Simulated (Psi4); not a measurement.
**USVWN-RPA/def2-SVP (density fitting, core potential) run of InHCl (SMILES [Cl][InH])**

We compute molecular dynamics of InHCl. 

The calculation is run with Psi4 1.11.

**1. The structure to begin with**

The species is InHCl (3 atoms), meant as a doublet with charge 0. As SMILES, `[Cl][InH]`. The coordinates come from a PBE0-D4/def2-TZVP (4 decimals) relaxation. The run starts from this shape.

Bond lengths: Cl1–In2 2.365 Å, In2–H3 1.773 Å. Angles: Cl1–In2–H3 115.3°.

**2. A short trajectory at USVWN-RPA/def2-SVP (density fitting, core potential)**

Input file clhin.sdf:

```

     RDKit          3D

  3  2  0  0  0  0  0  0  0  0999 V2000
   -1.6498    0.3968   -0.8674 Cl  0  0  0  0  0  0  0  0  0  0  0  0
    0.4095    0.5424    0.2861 In  0  0  0  0  0  2  0  0  0  0  0  0
    1.2294   -1.0039    0.5681 H   0  0  0  0  0  0  0  0  0  0  0  0
  2  1  1  0
  3  2  1  0
M  RAD  1   2   2
M  END
$$$$
```

Input file clhin_ase.py:

```python
import numpy as np
from ase.calculators.psi4 import Psi4
from ase.io import read
from ase import units
from ase.md.velocitydistribution import MaxwellBoltzmannDistribution, Stationary
from ase.md.verlet import VelocityVerlet

a = read('clhin.sdf')
calc = Psi4(atoms=a, method='svwn', basis='def2-SVP', memory='1600MB', num_threads=1, charge=0, multiplicity=2, label='clhin', reference='uks')
a.calc = calc

MaxwellBoltzmannDistribution(a, temperature_K=300.0, rng=np.random.default_rng(744))
Stationary(a)
dyn = VelocityVerlet(a, 1.0 * units.fs)
def show():
    ep, ek = a.get_potential_energy(), a.get_kinetic_energy()
    print(f'step {dyn.nsteps:3d}  Epot {ep:14.6f}  Ekin {ek:9.6f}  Etot {ep + ek:14.6f} eV  T {a.get_temperature():7.1f} K')
dyn.attach(show)
dyn.run(25)
```

On the command line:

```sh
$ python clhin_ase.py
```

Q: Predict the results. Wanted: potential energy of the last frame.

Computed results:

Level: USVWN-RPA/def2-SVP (density fitting, core potential).

```
                          quantity          value
potential energy of the last frame  -649.76292 Eh
```
